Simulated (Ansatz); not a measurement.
# NCO (nco radical): UB3LYP/STO-3G

Aim: the electronic atomisation energy of NCO (nco radical) at UB3LYP/STO-3G, from 4 runs. 

Program for the calculation: Ansatz 0.2.0.

## Step 1: The system as given

NCO: 3 atoms, total charge 0, spin state doublet. SMILES: `[N]=C=O`. Geometry: relaxed at PBE0-D4/def2-TZVP.

Bond lengths: N1–C2 1.222 Å, C2–O3 1.171 Å. Angles: N1–C2–O3 180.0°.

## Step 2: A single-point energy at UB3LYP/STO-3G

The input, in.yaml:

```yaml
basis:
  gaussian: {orbitals: STO-3G}
crystal:
  periodic: [false, false, false]
  atoms:
    - {symbol: "N", position_ang: [0.968200, 0.423100, 0.579200]}
    - {symbol: C, position_ang: [-0.013800, -0.006000, -0.008300]}
    - {symbol: O, position_ang: [-0.954400, -0.417100, -0.571000]}
magnetization: {spin_polarized: true, initial_magnetization: 1}
hamiltonian: {xc: {name: B3LYP}}
accuracy: high
```

Command:

```bash
ansatz run in.yaml --threads 1 --pin off --max-ram 2610MiB --events-out events.jsonl --progress --plain --runs-dir runs
```

Log:

```text
Warning: RAYON_NUM_THREADS=1 ignored (pool sized by the plan → 1); use --threads N
Functional definition: B3LYP
  name "B3LYP"
  parameter a0 = 0.2
  parameter ax = 0.72
  parameter ac = 0.81
  exchange = (1 - a0 - ax)*slater_x + ax*b88_x + a0*exact_x
  correlation = (1 - ac)*vwn_rpa_c + ac*lyp_c
251 factors; integrals over basis functions are off by at most 2.2e-8 eV
mean field evaluation 1: about -4507.2618 eV, gradient 2.0e1 eV
mean field evaluation 2: about -4498.1017 eV, gradient 4.5e1 eV
mean field evaluation 4: about -4509.7281 eV, gradient 1.6e0 eV
mean field evaluation 8: about -4509.7186 eV, gradient 5.7e-2 eV
mean field evaluation 16: about -4509.7187 eV, gradient 2.9e-6 eV
mean field evaluation 32: about -4509.7187 eV, gradient 1.5e-6 eV
mean field evaluation 64: about -4509.7187 eV, gradient 1.3e-6 eV
mean field evaluation 96: about -4509.7117 eV, gradient 5.7e-1 eV
mean field -4509.71866582 eV, -165.7291041718 hartree, gradient 1.2e-8 eV, S^2 0.768015; 5 other end points of the search recorded, 0 dependent functions left out
reference -4509.71868256 eV, -165.7291047868 hartree; 11, 10 occupied and 4, 5 virtual orbitals, 251 factors
Total energy: -4509.71868256 eV, -165.7291047868 hartree
```

Run time: 58 s. Hardware: 1 thread of Intel Xeon Platinum 8375C at 2.90GHz (Ice Lake), shared host; peak memory 0.12 GiB.

## Step 3: The C atom

The input, run.yaml:

```yaml
crystal:
  periodic: [false, false, false]
  atoms:
    - {symbol: C, position_ang: [0.000000, 0.000000, 0.000000]}
basis:
  gaussian:
    orbitals: STO-3G
magnetization:
  spin_polarized: true
  initial_magnetization: 2
hamiltonian:
  xc: {name: B3LYP}
accuracy: high
```

Run the same way, it converges to -37.35240 Eh (log not shown).

## Step 4: The N atom at the same level

The input, molecule.yaml:

```yaml
crystal:
  periodic: [false, false, false]
  atoms:
    - {symbol: N, position_ang: [0.000000, 0.000000, 0.000000]}
basis:
  gaussian:
    orbitals: STO-3G
magnetization:
  spin_polarized: true
  initial_magnetization: 3
hamiltonian:
  xc: {name: B3LYP}
accuracy: high
```

Command:

```bash
ansatz run molecule.yaml --threads 1 --pin off --max-ram 2610MiB --events-out events.jsonl --progress --plain --runs-dir runs
```

Log (excerpt; [...] marks lines left out):

```text
Warning: RAYON_NUM_THREADS=1 ignored (pool sized by the plan → 1); use --threads N
[... 7 set-up lines as earlier in the session ...]
15 factors; integrals over basis functions are off by at most 1.1e-9 eV
mean field evaluation 1: about -1466.3181 eV, gradient 1.5e-9 eV
mean field evaluation 2: about -1466.3181 eV, gradient 1.7e-10 eV
mean field -1466.31807229 eV, -53.8861952506 hartree, gradient 0.0e0 eV, S^2 3.750000; 0 other end points of the search recorded, 0 dependent functions left out
reference -1466.31808614 eV, -53.8861957596 hartree; 5, 2 occupied and 0, 3 virtual orbitals, 15 factors
Total energy: -1466.31808614 eV, -53.8861957596 hartree
```

Wall time 0.23 s (1 thread of Intel Xeon Platinum 8375C at 2.90GHz (Ice Lake), shared host).

## Step 5: The O atom

The input, job.yaml:

```yaml
crystal:
  periodic: [false, false, false]
  atoms:
    - symbol: O
      position_ang: [0.000000, 0.000000, 0.000000]
basis:
  gaussian:
    orbitals: STO-3G
magnetization:
  spin_polarized: true
  initial_magnetization: 2
hamiltonian:
  xc: {name: B3LYP}
accuracy: high
```

Run the same way, it converges to -74.03486 Eh (log not shown).

## Step 6: Summary of results

Level: UB3LYP/STO-3G.

| quantity | value |
| --- | --- |
| molecule: total energy | -165.72910 Eh |
| molecule: ⟨S²⟩ | 0.768 |
| C atom: total energy | -37.35240 Eh |
| C atom: ⟨S²⟩ | 2.000 |
| N atom: total energy | -53.88620 Eh |
| N atom: ⟨S²⟩ | 3.750 |
| O atom: total energy | -74.03486 Eh |
| O atom: ⟨S²⟩ | 2.000 |
| electronic atomisation energy | 12.399 eV |

In words: Taking the molecule apart into free atoms costs 12.40 eV (1196 kJ/mol), before zero-point energy and without spin-orbit coupling. In a minimal basis such a difference can be off by several eV, whatever the method.
